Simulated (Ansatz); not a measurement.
**CH₇ClOSi₂: up Jacob's ladder to CCSD(T)**

An exercise on one series of results from a longer session: the logs are not shown, and one member is left open.

Method: functionals in def2-TZVPP, the program's frozen cores in correlated methods; program: Ansatz 0.2.0, Gaussian basis.

Plan: PBE-D4, r2SCAN-D4, PBE0-D4, B3LYP-D4, ωB97X-V, ωB97M-V, B2PLYP; CCSD(T)/def2-TZVPP; MP2/def2-QZVPP; extrapolation to the limit.

### Structure used throughout

All runs share one geometry, relaxed beforehand with PBE0-D4 in a triple-zeta def2 set.

SMILES `C[SiH](Cl)[SiH2]O`, 12 atoms, charge 0, spin multiplicity 1.

Atoms are counted from 1 here; the program's logs count them from 0.

Bond lengths: C1–Si2 1.863 Å, C1–H6 1.092 Å, C1–H7 1.092 Å, C1–H8 1.094 Å, Si2–Cl3 2.087 Å, Si2–Si4 2.348 Å, Si2–H9 1.487 Å, Si4–O5 1.652 Å, Si4–H10 1.491 Å, Si4–H11 1.485 Å, O5–H12 0.960 Å. Angles: Si2–C1–H6 110.7°, Si2–C1–H7 110.8°, Si2–C1–H8 109.8°, H6–C1–H7 108.6°, H6–C1–H8 108.5°, H7–C1–H8 108.3°, C1–Si2–Cl3 108.3°, C1–Si2–Si4 114.8°, C1–Si2–H9 110.5°, Cl3–Si2–Si4 102.5°, Cl3–Si2–H9 106.4°, Si4–Si2–H9 113.5°, Si2–Si4–O5 108.1°, Si2–Si4–H10 109.2°, Si2–Si4–H11 112.6°, O5–Si4–H10 112.1°, O5–Si4–H11 106.3°, H10–Si4–H11 108.6° and more.

Set-up of the first run:

The input, in.yaml:

```yaml
crystal:
  periodic: [false, false, false]
  atoms:
    - {symbol: C, position_ang: [-1.253555, -0.397336, 1.416225]}
    - {symbol: Si, position_ang: [0.419352, -0.565073, 0.613510]}
    - {symbol: Cl, position_ang: [1.718436, 0.794974, 1.518011]}
    - {symbol: Si, position_ang: [0.496439, 0.079867, -1.643190]}
    - {symbol: O, position_ang: [0.441677, 1.730090, -1.706391]}
    - {symbol: H, position_ang: [-1.185999, -0.575650, 2.491538]}
    - {symbol: H, position_ang: [-1.663544, 0.601473, 1.253869]}
    - {symbol: H, position_ang: [-1.945892, -1.126977, 0.986845]}
    - {symbol: H, position_ang: [0.984981, -1.917662, 0.864707]}
    - {symbol: H, position_ang: [1.737345, -0.463530, -2.266253]}
    - {symbol: H, position_ang: [-0.674624, -0.406076, -2.417019]}
    - {symbol: H, position_ang: [1.002483, 2.190699, -1.077752]}
basis:
  gaussian: {orbitals: def2-TZVPP}
hamiltonian: {xc: pbe, dispersion: d4}
output: {forces: true, orbitals: {seedname: orbitals}}
```

Launch:

```
> ansatz run in.yaml --threads 4 --pin off --events-out ev --progress --plain --max-ram 10444MiB
```

Among the steps run: PBE-D4 (GGA); r2SCAN-D4 (meta-GGA); PBE0-D4 (hybrid); B3LYP-D4 (hybrid); ωB97X-V (range-separated); ωB97M-V (range-separated); B2PLYP (double hybrid); CCSD(T) in def2-TZVPP; MP2 in def2-QZVPP.

One table of the session follows, with a row left open; its other results are not shown here.

| method | atomisation energy (eV) |
| --- | --- |
| PBE-D4 | 43.183 |
| r2SCAN-D4 | 43.116 |
| PBE0-D4 | 42.767 |
| B3LYP-D4 | 42.857 |
| ωB97X-V | 43.257 |
| ωB97M-V | 43.128 |
| B2PLYP | 42.391 |
| HF/def2-TZVPP | 32.185 |
| MP2/def2-TZVPP | 42.386 |
| CCSD/def2-TZVPP | 41.412 |
| CCSD(T)/def2-TZVPP | 41.935 |
| MP2/CBS | 43.598 |
| CCSD(T)/CBS | ? |

Estimate the missing values for CCSD(T)/CBS.

**Answer.** atomisation energy (eV): 43.147. In the column «atomisation energy (eV)» it lies between ωB97M-V (43.128) and PBE-D4 (43.183).

Caveats from the session: Free atoms (1 C, 2 Si, 1 Cl, 1 O, 7 H) were run apart at each level; the atomisation energy is their sum less the molecule, without zero-point or spin-orbit terms.
